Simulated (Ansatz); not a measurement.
# BeGa3: the cost of one run

Method: DFT r2SCAN, scalar-relativistic, plane waves, PAW, in Ansatz 0.2.0.

1 further run of the same task is left out (it didn't finish).

## (1) The starting structure

The structure is tetragonal, space group I4/mmm (No. 139). Conventional cell: a = 4.087 Å, b = 4.087 Å, c = 7.581 Å, α = 90.00°, β = 90.00°, γ = 90.00°. Around Be (site symmetry 4/mmm) lie 12 Ga at 2.79 to 2.89 Å. Ga (site symmetry -4m2) has 4 Be at 2.79 Å and 8 Ga at 2.79 to 2.89 Å as nearest neighbours. Around Ga (site symmetry 4/mmm) lie 8 Ga at 2.79 Å and 4 Be at 2.89 Å.

As a file:

```cif
data_structure
_symmetry_space_group_name_H-M 'I4/mmm'
_symmetry_Int_Tables_number 139
_cell_length_a 4.0872
_cell_length_b 4.0872
_cell_length_c 7.5814
_cell_angle_alpha 90.000
_cell_angle_beta 90.000
_cell_angle_gamma 90.000
_cell_volume 126.65
loop_
_atom_site_label
_atom_site_type_symbol
_atom_site_symmetry_multiplicity
_atom_site_Wyckoff_symbol
_atom_site_fract_x
_atom_site_fract_y
_atom_site_fract_z
_atom_site_occupancy
Be1 Be 2 a 0.00000 0.00000 0.00000 1
Ga1 Ga 4 d 0.00000 0.50000 0.25000 1
Ga2 Ga 2 b 0.50000 0.50000 0.00000 1
```

The structure comes from the Materials Project (structure only).

(A quick probe on a coarse mesh, which set the mesh and smearing, is not shown.)

## (3) The relaxation

File input.yaml:

```yaml
crystal:
  lattice:
    - [-2.04362, 2.04362, 3.790685]
    - [2.04362, -2.04362, 3.790685]
    - [2.04362, 2.04362, -3.790685]
  atoms:
    - { symbol: Be, position: [0.0, 0.0, 0.0] }
    - { symbol: Ga, position: [0.75, 0.25, 0.5] }
    - { symbol: Ga, position: [0.25, 0.75, 0.5] }
    - { symbol: Ga, position: [0.5, 0.5, 0.0] }
basis:
  ecutwfc: 500
kpoints:
  mp_grid: { grid: [14, 14, 14] }
hamiltonian:
  xc: r2scan
scf:
  occupations: { method: gaussian, width: 0.1 }
output:
  forces: true
  stress: true
  eigenvalues: true
  write_density: true
  write_potential: true
  elf: true
  volumetric_format: npy
relax:
  adjacent_minimum: "off"
  f_tol: 0.005
  max_steps: 80
  cell: { stress_tol: 0.05 }
```

On the command line:

```console
ansatz run input.yaml --threads 1 --pin off --max-ram 2560MiB --backend cpu --events-out ev --progress --plain --runs-dir out
```

Q: Estimate wall time and peak memory on 1 thread of Arm Neoverse V1, shared host.

About 6.4 min, with a peak of 0.85 GiB.
